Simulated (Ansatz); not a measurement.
# YbAlGa: the cost of one run

Program: Ansatz 0.2.0. Level of theory: DFT r²SCAN, scalar-relativistic, plane waves, PAW. These are calculated values, not measurements.

1 further run of the same task is left out (set aside as unsound or not needed). Runs told in other sessions of the task aren't counted.

## Step 1: The structure to begin with

The cell holds 18 atoms (Al6Ga6Yb6): a = 7.172 Å, b = 7.684 Å, c = 7.684 Å, α = 120.00°, β = 90.00°, γ = 90.00°.

The coordinates of this cell stand in the input of its own run.

The host was relaxed before at r²SCAN: a = 4.436 Å, b = 4.436 Å, c = 7.172 Å, α = 90.00°, β = 90.00°, γ = 120.00° (conventional cell), 20.374 Å³/atom.

Places, in fractions of the supercell: Al in place of Ga at (0.250, 0.333, 0.333); Ga in place of Al at (0.750, 1.000, 0.667). Its neighbours start displaced at random, with a spread of 0.03 Å in each coordinate.

## Step 2: The perfect crystal in the supercell of 18 atoms

input.yaml

```yaml
crystal:
  lattice:
    - [0.0, 0.0, 7.1718658524]
    - [-4.9e-09, 7.6841643658, 0.0]
    - [-6.6546815452, -3.8420821871, 0.0]
  atoms:
    - { symbol: Al, position: [0.75, 0.3333333333, 0.3333333333] }
    - { symbol: Al, position: [0.75, 1.0, 0.6666666667] }
    - { symbol: Al, position: [0.75, 0.6666666667, 0.0] }
    - { symbol: Al, position: [0.25, 0.6666666667, 0.6666666667] }
    - { symbol: Al, position: [0.25, 0.3333333333, 0.0] }
    - { symbol: Al, position: [0.25, 1.0, 0.3333333333] }
    - { symbol: Ga, position: [0.25, 0.3333333333, 0.3333333333] }
    - { symbol: Ga, position: [0.25, 1.0, 0.6666666667] }
    - { symbol: Ga, position: [0.25, 0.6666666667, 0.0] }
    - { symbol: Ga, position: [0.75, 0.6666666667, 0.6666666667] }
    - { symbol: Ga, position: [0.75, 0.3333333333, 0.0] }
    - { symbol: Ga, position: [0.75, 1.0, 0.3333333333] }
    - { symbol: Yb, position: [0.0, 0.3333333333, 0.6666666667] }
    - { symbol: Yb, position: [0.0, 0.0, 1.0] }
    - { symbol: Yb, position: [0.0, 0.6666666667, 0.3333333333] }
    - { symbol: Yb, position: [0.5, 0.0, 0.0] }
    - { symbol: Yb, position: [0.5, 0.6666666667, 0.3333333333] }
    - { symbol: Yb, position: [0.5, 0.3333333333, 0.6666666667] }
basis:
  ecutwfc: 500
  xc_grid: 3
kpoints:
  mp_grid: { grid: [3, 3, 3], shift: [0.0, 0.0, 0.0] }
hamiltonian:
  xc: r2scan
scf:
  occupations: { method: gaussian, width: 0.05 }
output:
  forces: true
  stress: true
  eigenvalues: true
  write_density: true
  write_potential: true
  elf: true
  volumetric_format: npy
```

On the command line:

```console
$ ansatz run input.yaml --threads 8 --pin off --max-ram 14336MiB --backend cpu --events-out ev --progress --plain --runs-dir out
```

Q: Estimate wall time and peak memory on 8 threads of Arm Neoverse V1, shared host.

About 15 s, with a peak of 2.4 GiB.
